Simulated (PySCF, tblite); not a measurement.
# C₈H₉BO₂: geometry, infrared bands, NMR shifts, spin-spin couplings and electronic excitations

Wanted: the infrared bands, NMR shifts, spin-spin couplings and electronic excitations of C₈H₉BO₂ (`COBc1cccc(=O)cc1`), by calculation.

Programs: tblite 0.8.0 and PySCF 2.14.0, with density-fitted response routines of our own. Each step states its level of theory. These are calculated values for one molecule in the gas phase, unless marked as measured. Atoms are numbered from 0 throughout.

## (1) The starting structure

20 atoms, charge 0, multiplicity 1; geometry from: force field or distance geometry start.

Bonds of the start (Å): C0–O1 1.42, O1–B2 1.45, B2–C3 1.57, C3–C4 1.38, C4–C5 1.40, C5–C6 1.39, C6–C7 1.39, C7–O8 1.26, C7–C9 1.38, C9–C10 1.38, C10–C3 1.39, C0–H11 1.12, C0–H12 1.10, C0–H13 1.13, B2–H14 1.20, C4–H15 1.08, C5–H16 1.10, C6–H17 1.08, C9–H18 1.07, C10–H19 1.10.

## (2) Optimising the geometry with GFN2-xTB

The job: settings as JSON, then the geometry in Å.

```
{"job": {"kind": "relax", "xc": "GFN2-xTB", "basis": "xTB"}, "charge": 0, "multiplicity": 1}
C      3.706600    -0.184400     0.214900
O      2.526200     0.287500     0.846400
B      1.623200     0.610300    -0.234700
C      0.091000     0.278900    -0.179000
C     -0.709100     1.395900    -0.118600
C     -2.103900     1.425800    -0.037400
C     -2.992200     0.397200     0.247200
C     -2.690400    -0.956700     0.318000
O     -3.654800    -1.653600     0.741300
C     -1.529900    -1.631000    -0.013800
C     -0.276500    -1.062700    -0.164400
H      3.482800    -1.214900    -0.157300
H      4.570600    -0.116700     0.887300
H      3.817400     0.513700    -0.664900
H      2.029600     0.936200    -1.314500
H     -0.237000     2.368500    -0.152100
H     -2.531800     2.422100    -0.215400
H     -4.014500     0.689900     0.439800
H     -1.640000    -2.687100    -0.164500
H      0.527500    -1.808400    -0.281200
```

Started as:

```sh
OMP_NUM_THREADS=2 python probes_run.py task.json out
```

The driver reads the jobs from task.json and runs them one after another.

**Question.** This job is followed by: GFN2-xTB harmonic vibrations, gas phase; PBE0-D3(BJ)/def2-SVP geometry optimisation, gas phase; GIAO PBE0/pcSseg-1 NMR shielding, non-relativistic, gas phase; B3LYP/pcJ-1 indirect spin-spin coupling, non-relativistic, gas phase; TDDFT wB97X-D/def2-SVPD, vertical, gas phase, core orbitals frozen in the response; GIAO KT2/pcSseg-2 NMR shielding, non-relativistic, gas phase. What will the session give for the following? strongest single infrared mode (GFN2-xTB); zero-point energy (GFN2-xTB); point group; rotational constants (main isotopes); ¹³C shifts against TMS (PBE0/pcSseg-1); ¹H shifts against TMS (PBE0/pcSseg-1, means over atoms taken as alike); ¹⁷O shifts against H2O (PBE0/pcSseg-1); ¹¹B shifts against BF3·OEt2 (PBE0/pcSseg-1); largest coupling of the table (B3LYP/pcJ-1); lowest singlet (wB97X-D/def2-SVPD); brightest single state of those computed; lowest triplet; range of the shift of O8.

The runs gave:

```
                                                              quantity                                                      value
                             strongest single infrared mode (GFN2-xTB)                                      1643 cm⁻¹, 522 km/mol
                                          zero-point energy (GFN2-xTB)                                              94.3 kcal/mol
                                                           point group                                                         C1
                                  rotational constants (main isotopes)                                       2.77, 0.55, 0.46 GHz
                                ¹³C shifts against TMS (PBE0/pcSseg-1)  186.8, 157.6, 156.3, 151.3, 150.2, 141.7, 139.0, 62.2 ppm
¹H shifts against TMS (PBE0/pcSseg-1, means over atoms taken as alike)               7.67, 7.26, 7.04, 7.00, 6.95, 5.15, 4.19 ppm
                                ¹⁷O shifts against H2O (PBE0/pcSseg-1)                                           618.1, 183.3 ppm
                           ¹¹B shifts against BF3·OEt2 (PBE0/pcSseg-1)                                                   44.0 ppm
                           largest coupling of the table (B3LYP/pcJ-1)                                   ¹J(C,H) C6–H17, 166.4 Hz
                                    lowest singlet (wB97X-D/def2-SVPD)                                3.81 eV (325 nm), f = 0.000
                              brightest single state of those computed                                state 6, 5.89 eV, f = 0.729
                                                        lowest triplet                                                    2.39 eV
                                              range of the shift of O8                                         560.8 to 618.1 ppm
```

In words: Over 117 steps the energy fell by 1.496 eV; of the close pairs, O1–B2 changed most, 1.445 to 1.327 Å (GFN2-xTB). All 54 modes are real, so the xTB geometry is a minimum. The strongest single mode, at 1643 cm⁻¹, moves mainly C7 and O8. GFN2-xTB is a fitted tight-binding method: band positions and strengths are rough. Its intensities can rank the bands wrongly. The start of the PBE0/def2-SVP relaxation was shaken at random by about 0.01 Å, so part of the energy gained, and of the first lengths quoted, undoes that. Over 13 steps the energy fell by 0.219 eV; of the close pairs, C0–H12 changed most, 1.053 to 1.101 Å (PBE0/def2-SVP). At PBE0/pcSseg-1: Shielding is most anisotropic at O8 (span 1121 ppm, paramagnetic term -686 ppm). Of the pairs tabulated at B3LYP/pcJ-1, C6–H17 couples most strongly (166.4 Hz; Fermi contact 166.0 Hz). Couplings across rotatable bonds belong to this one conformer; where others are populated, the observed values are averages. The lowest singlet, at 3.81 eV, is HOMO−1→LUMO 0.56, HOMO−1→LUMO+1 0.37 and is dark; of the 10 states computed, the strongest absorption comes from state 6 at 5.89 eV. The lowest triplet lies 1.42 eV below the lowest singlet (triplets in Tamm-Dancoff, singlets in full TDDFT). Across the 2 runs the shift of O8 moves most, between 560.8 (KT2/pcSseg-2) and 618.1 ppm (PBE0/pcSseg-1). These values are for one conformer; the search (at its own cheap level) found 2 more, at 0.00, 0.29 kcal/mol (those within 0.05 may be mirror or relabelled copies), and measured spectra average over such forms.
